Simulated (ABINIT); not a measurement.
ZnH, 2 atoms in the cell. Symmetry: F-43m, No. 216, cubic system. The conventional cell has a = 4.669 Å, b = 4.669 Å, c = 4.669 Å, α = 90.00°, β = 90.00°, γ = 90.00°. Around Zn (site symmetry -43m) lie 4 H at 2.02 Å. H (site symmetry -43m) is surrounded by 4 Zn at 2.02 Å. The cell was built by a generator and needn't be a form met in nature.

* Program: ABINIT 10.8.3 (patched build)
* Task: relaxation of cell and atoms
* Functional: PBE
* Potentials or basis: JTH PAW PBE v2.0
* Cutoff: 816 eV
* k mesh: 10 × 10 × 10
* Occupations: fermi-dirac, width 0.05 eV
* Spin: no spin polarisation
* Cell freedom (optcell): 2
* Cutoff smearing ecutsm (Ha): 0.5
* Optimiser (ionmov): 22
* Force stop (Ha/bohr): 0.0002
* Fine-grid cutoff: 1414.99 eV
* Exchange and correlation inside the PAW spheres: full angular mesh (pawxcdev 0, this build's default; the released program takes 1)

Potentials or basis: JTH PAW PBE v2.0.

Launch:

```sh
$ abinit run.abi > log 2>&1
```

Hardware: 1 thread of Arm Neoverse V2, on a shared host.

Task: Estimate the wall time of this run.

Result: Run time: 11 min on 1 thread of Arm Neoverse V2, with other jobs on the host, peak memory 0.19 GiB. Counts: scf iterations 327, k points 47, bands 11, plane waves 2075, ion steps 15.
